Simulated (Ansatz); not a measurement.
I need a geometry optimisation of AlClH5NOSi, SMILES [NH2][Al]([OH])[SiH2]Cl. Use the Ansatz DFT code, driven from Python. Level of theory: PBE0, def2-SVP basis, multiplicity 1.

```xyz
10

N    -1.6186   -1.2652   -0.5012
Al   -0.0559   -0.6904    0.3559
O     0.8220   -1.8739    1.4061
Si    0.8510    1.5097    0.0495
Cl   -0.5098    2.5454   -1.2342
H    -2.4077   -0.5342   -0.2091
H    -1.4945   -1.0655   -1.5319
H     1.5214   -2.3114    0.7964
H     0.8558    2.1973    1.3962
H     2.1194    1.4370   -0.5248
```

`alclh5nosi.py`
```python
from dataclasses import dataclass
import warnings

import ansatz as az
import numpy as np


@dataclass
class RunConfig:
    basis: str = "def2-SVP"
    xc: str = "PBE0"


settings = RunConfig()

GEOMETRY = """
N    -1.61860   -1.26520   -0.50120
Al   -0.05590   -0.69040    0.35590
O     0.82200   -1.87390    1.40610
Si    0.85100    1.50970    0.04950
Cl   -0.50980    2.54540   -1.23420
H    -2.40770   -0.53420   -0.20910
H    -1.49450   -1.06550   -1.53190
H     1.52140   -2.31140    0.79640
H     0.85580    2.19730    1.39620
H     2.11940    1.43700   -0.52480
"""


def main() -> None:
    warnings.simplefilter("ignore", az.DeckWarning)

    system = az.Crystal.molecule()
    for line in GEOMETRY.strip().splitlines():
        symbol, *xyz = line.split()
        system = system.atom(symbol, [float(v) for v in xyz])

    calculation = (
        system.calculation()
        .basis(gaussian=settings.basis)
        .functional(settings.xc)
        .accuracy("medium")
    )
    symbols = [site.symbol for site in system.cartesian_sites]
    start = np.array([site.position_ang for site in system.cartesian_sites], dtype=float)
    def progress(event):
        if event["event"] == "relax_step":
            row = event["data"]
            print(f"step {row['step']:3d}  E = {row['lagrangian_ev']:.6f} eV  max force {row['allowed_force_max_ev_ang']:.4f} eV/A")


    report = calculation.relax(force_tolerance=0.005).session().plan().execute(on_event=progress).report
    end = np.array(report["positions_ang"])

    print("reference energy %16.6f eV" % report["reference_energy_ev"])
    print("total energy     %16.6f eV" % report["free_energy_ev"])
    print("occupied (up, down):", report["n_occupied"], " virtual:", report["n_virtual"], " frozen:", report["n_frozen"])

    print("bond        before    after (A)")
    for i, j in [(0, 1), (0, 5), (0, 6), (1, 2), (1, 3), (2, 7), (3, 4), (3, 8), (3, 9)]:
        d0, d1 = (np.linalg.norm(xyz[i] - xyz[j]) for xyz in (start, end))
        print(f"{symbols[i]}{i}-{symbols[j]}{j}".ljust(10), f"{d0:8.4f} {d1:8.4f}")
    for i, j, k in [(1, 0, 5), (1, 0, 6), (5, 0, 6), (0, 1, 2), (0, 1, 3), (2, 1, 3), (1, 2, 7), (1, 3, 4)]:
        u, v = end[i] - end[j], end[k] - end[j]
        print(f"angle {symbols[i]}{i}-{symbols[j]}{j}-{symbols[k]}{k}: {np.degrees(np.arccos(np.clip(u @ v / np.linalg.norm(u) / np.linalg.norm(v), -1, 1))):.2f} deg")

    charges = report["charge_distribution"]
    print("dipole moment", round(4.803205 * float(np.linalg.norm(charges["dipole_moment_e_ang"])), 3), "D")
    print("Mulliken:", [(s, round(q, 3)) for s, q in zip(symbols, charges["mulliken_charges_e"])])
    with open("alclh5nosi_opt.xyz", "w") as handle:
        handle.write(f"{len(symbols)}\nrelaxed AlClH5NOSi\n")
        handle.writelines(f"{s:2s} {x:11.6f} {y:11.6f} {z:11.6f}\n" for s, (x, y, z) in zip(symbols, end))


if __name__ == "__main__":
    main()
```

Output of `python alclh5nosi.py`:
```text
step   1  E = -30592.447696 eV  max force 2.7910 eV/A
step   2  E = -30592.954841 eV  max force 1.7121 eV/A
step   3  E = -30593.111016 eV  max force 0.6813 eV/A
step   4  E = -30593.205364 eV  max force 0.4761 eV/A
step   5  E = -30593.252081 eV  max force 1.5094 eV/A
step   6  E = -30593.388399 eV  max force 0.6818 eV/A
step   7  E = -30593.530271 eV  max force 0.5781 eV/A
step   8  E = -30593.603464 eV  max force 0.2233 eV/A
step   9  E = -30593.634442 eV  max force 1.0436 eV/A
step  10  E = -30593.707599 eV  max force 0.1626 eV/A
step  11  E = -30593.719403 eV  max force 0.0381 eV/A
step  12  E = -30593.719960 eV  max force 0.0306 eV/A
step  13  E = -30593.720083 eV  max force 0.0284 eV/A
step  14  E = -30593.720128 eV  max force 0.0142 eV/A
step  15  E = -30593.720179 eV  max force 0.0067 eV/A
step  16  E = -30593.720190 eV  max force 0.0083 eV/A
step  17  E = -30593.720194 eV  max force 0.0068 eV/A
step  18  E = -30593.720198 eV  max force 0.0049 eV/A
reference energy    -30593.720228 eV
total energy        -30593.720228 eV
occupied (up, down): [32, 32]  virtual: [75, 75]  frozen: 0
bond        before    after (A)
N0-Al1       1.8727   1.7680
N0-H5        1.1146   1.0134
N0-H6        1.0572   1.0153
Al1-O2       1.8095   1.7022
Al1-Si3      2.3993   2.4366
O2-H7        1.0258   0.9574
Si3-Cl4      2.1383   2.1018
Si3-H8       1.5121   1.4960
Si3-H9       1.3943   1.4960
angle Al1-N0-H5: 128.46 deg
angle Al1-N0-H6: 121.48 deg
angle H5-N0-H6: 110.05 deg
angle N0-Al1-O2: 124.65 deg
angle N0-Al1-Si3: 117.10 deg
angle O2-Al1-Si3: 118.25 deg
angle Al1-O2-H7: 129.96 deg
angle Al1-Si3-Cl4: 105.55 deg
dipole moment 3.099 D
Mulliken: [('N', -0.473), ('Al', 0.708), ('O', -0.48), ('Si', 0.176), ('Cl', -0.301), ('H', 0.134), ('H', 0.146), ('H', 0.191), ('H', -0.051), ('H', -0.051)]
```

It writes `alclh5nosi_opt.xyz`:
```text
10
relaxed AlClH5NOSi
N    -1.475724   -1.025485   -0.553014
Al    0.053220   -0.656356    0.254481
O     0.947296   -1.764609    1.187250
Si    0.923756    1.605438    0.002652
Cl   -0.460053    2.608975   -1.220218
H    -1.988302   -1.899689   -0.563017
H    -1.968984   -0.326390   -1.099685
H     0.765334   -2.681410    1.394433
H     1.031683    2.387493    1.273429
H     2.254874    1.700832   -0.673411
```

Reading the output:
- These settings explore the input space; basis and method may be short of convergence.
- The end point is the stationary point reached from this start; no frequency run checks that it is a minimum, and the basis set is modest.
- Hardware and time: 120 s on 1 thread of Arm Neoverse V2, on a shared host, peak memory 0.31 GiB.

(Lines on the test bed's own set-up are left out of the output.)
